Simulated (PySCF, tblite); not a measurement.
**C₅H₁₁FSi: geometry, infrared bands and NMR shifts**

Aim: predict the infrared bands and NMR shifts of C₅H₁₁FSi (`CC(C)[SiH2]/C=C/F`).

Computed with tblite 0.8.0 and PySCF 2.14.0, with density-fitted response routines of our own, on a single molecule in the gas phase. Atoms count from 0, in the outputs and in this text.

### 1 Starting geometry

18 atoms, charge 0, multiplicity 1; geometry from: force field or distance geometry start.

Bonds of the start (Å): C0–C1 1.53, C1–C2 1.52, C1–Si3 1.91, Si3–C4 1.82, C4–C5 1.33, C5–F6 1.35, C0–H7 1.10, C0–H8 1.10, C0–H9 1.08, C1–H10 1.10, C2–H11 1.09, C2–H12 1.09, C2–H13 1.10, Si3–H14 1.48, Si3–H15 1.50, C4–H16 1.08, C5–H17 1.08.

### 2 Geometry optimisation with GFN2-xTB

The job: settings as JSON, then the geometry in Å.

```
{"job": {"kind": "relax", "xc": "GFN2-xTB", "basis": "xTB"}, "charge": 0, "multiplicity": 1}
C     -1.133700     1.431400     0.087200
C     -1.178800    -0.061000     0.400300
C     -1.646200    -0.853600    -0.813900
Si     0.473100    -0.710100     1.112000
C      1.838600    -0.559300    -0.075800
C      2.754700     0.405500    -0.083000
F      3.729400     0.442700    -1.017200
H     -0.850600     2.029300     0.970500
H     -2.125400     1.777300    -0.233800
H     -0.434500     1.659700    -0.709300
H     -1.917500    -0.216300     1.204500
H     -0.970400    -0.743400    -1.661200
H     -1.751300    -1.918200    -0.586100
H     -2.636300    -0.496100    -1.142900
H      0.304900    -2.136400     1.489500
H      0.800200     0.049700     2.361000
H      1.877600    -1.322300    -0.843800
H      2.857300     1.227500     0.610200
```

The run is started by

```
$ OMP_NUM_THREADS=1 python probes_run.py task.json out
```

The driver reads the jobs from task.json and runs them one after another.

**Question.** This job is followed by: GFN2-xTB harmonic vibrations, gas phase; GIAO PBE0/pcSseg-1 NMR shielding, non-relativistic, gas phase. Predict these results of the whole session: strongest single infrared mode (GFN2-xTB); zero-point energy (GFN2-xTB); 13C shifts against TMS (PBE0/pcSseg-1, means over atoms taken as alike); 1H shifts against TMS (PBE0/pcSseg-1, means over atoms taken as alike); 29Si shifts against TMS (PBE0/pcSseg-1); 19F shifts against CFCl3 (PBE0/pcSseg-1).

As calculated:

```
                                                               quantity                             value
                              strongest single infrared mode (GFN2-xTB)             2224 cm⁻¹, 413 km/mol
                                           zero-point energy (GFN2-xTB)                     89.7 kcal/mol
13C shifts against TMS (PBE0/pcSseg-1, means over atoms taken as alike)      168.8, 101.1, 20.3, 16.6 ppm
 1H shifts against TMS (PBE0/pcSseg-1, means over atoms taken as alike)  6.75, 5.42, 4.31, 1.10, 1.01 ppm
                                29Si shifts against TMS (PBE0/pcSseg-1)                         -39.2 ppm
                               19F shifts against CFCl3 (PBE0/pcSseg-1)                         -68.1 ppm
```

What this shows: Relaxing lowered the energy by 0.100 eV in 51 steps; the close pair that moved most is Si3–C4, from 1.816 to 1.881 Å. All 48 modes are real, so the xTB geometry is a minimum. The strongest single mode, at 2224 cm⁻¹, moves mainly H14. GFN2-xTB is a fitted tight-binding method: band positions and strengths are rough. Its intensities can rank the bands wrongly. At PBE0/pcSseg-1: Shielding is most anisotropic at F6 (span 243 ppm, paramagnetic term -231 ppm).
